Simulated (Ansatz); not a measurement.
**ScB2: equation of state**

The task here is to estimate one member of a computed series from the others.

Computed with Ansatz 0.2.0 (DFT PBEsol, scalar-relativistic, unless a step's input says otherwise).

### The starting structure

It takes space group P6/mmm (No. 191, hexagonal). Conventional cell: a = 3.150 Å, b = 3.150 Å, c = 3.520 Å, α = 90.00°, β = 90.00°, γ = 120.00°. Around Sc (site symmetry 6/mmm) lie 12 B at 2.53 Å. B (site symmetry -6m2) has 3 B at 1.82 Å and 6 Sc at 2.53 Å in its first shell of neighbours.

Coordinates:

```cif
data_structure
_symmetry_space_group_name_H-M 'P 1'
_symmetry_Int_Tables_number 1
_cell_length_a 3.1500
_cell_length_b 3.1500
_cell_length_c 3.5200
_cell_angle_alpha 90.000
_cell_angle_beta 90.000
_cell_angle_gamma 120.000
_cell_volume 30.25
loop_
_atom_site_label
_atom_site_type_symbol
_atom_site_fract_x
_atom_site_fract_y
_atom_site_fract_z
_atom_site_occupancy
Sc1 Sc 0.00000 0.00000 0.00000 1
B1 B 0.33333 0.66667 0.50000 1
B2 B 0.66667 0.33333 0.50000 1
```

Atoms are numbered in the order of the input: Sc1, B2, B3.

Set-up of the first run:

The input, input.yaml:

```yaml
crystal:
  lattice:
    - [3.1074272043, 0.0, 0.0]
    - [-1.5537136022, 2.6911108993, 0.0]
    - [0.0, 0.0, 3.4724266007]
  atoms:
    - { symbol: Sc, position: [0.0, 0.0, 0.0] }
    - { symbol: B, position: [0.3333333333, 0.6666666667, 0.5] }
    - { symbol: B, position: [0.6666666667, 0.3333333333, 0.5] }
kpoints:
  mp_grid: { grid: [12, 12, 9] }
  band_path:
    path:
      - [0.0, 0.0, 0.0]
      - [0.5, 0.0, 0.0]
      - [0.3333333333, 0.3333333333, 0.0]
      - [0.0, 0.0, 0.0]
      - [0.0, 0.0, 0.5]
      - [0.5, 0.0, 0.5]
      - [0.3333333333, 0.3333333333, 0.5]
      - [0.0, 0.0, 0.5]
      - [0.5, 0.0, 0.5]
    npoints: 5
scf:
  occupations: { method: fermi_dirac, width: 0.03 }
hamiltonian:
  xc: pbesol
  pseudopotentials: { kind: all_electron, lapw: { basis_error: 0.001 } }
output:
  forces: true
  stress: true
  eigenvalues: true
```

The run is started by

```console
$ ansatz run input.yaml --threads 1 --pin off --max-ram 4096MiB --backend cpu --events-out ev --progress --plain --runs-dir out
```

Steps of the session up to this table: Volume × 0.96, LAPW; Volume × 0.96, PAW; Volume × 0.96, crystal datasets; Volume × 0.99, LAPW; Volume × 0.99, PAW; Volume × 0.99, crystal datasets; Volume × 1.02, LAPW; Volume × 1.02, PAW; Volume × 1.02, crystal datasets; Volume × 1.06, LAPW; Volume × 1.06, PAW; Volume × 1.06, crystal datasets.

One table of the session follows, with a row left open; its other results are not shown here.

```
          method  volume (Å³/atom)  pressure (GPa)
            LAPW             9.679            3.21
            LAPW             9.982           -2.99
            LAPW            10.284           -8.34
            LAPW            10.688          -14.37
             PAW             9.679            3.22
             PAW             9.982               ?
             PAW            10.284           -8.34
             PAW            10.688          -14.36
crystal datasets             9.679            3.21
crystal datasets             9.982           -2.99
crystal datasets            10.284           -8.34
crystal datasets            10.688          -14.37
```

Estimate the missing values for PAW, 9.982.

As computed: pressure (GPa): -2.98. In the column «pressure (GPa)» it lies between crystal datasets, 9.982 (-2.99) and LAPW, 9.679 (3.21).

To keep in mind: Shape and positions are held, so a fully relaxed modulus can be lower. Warnings in the runs' records: crystal datasets made.
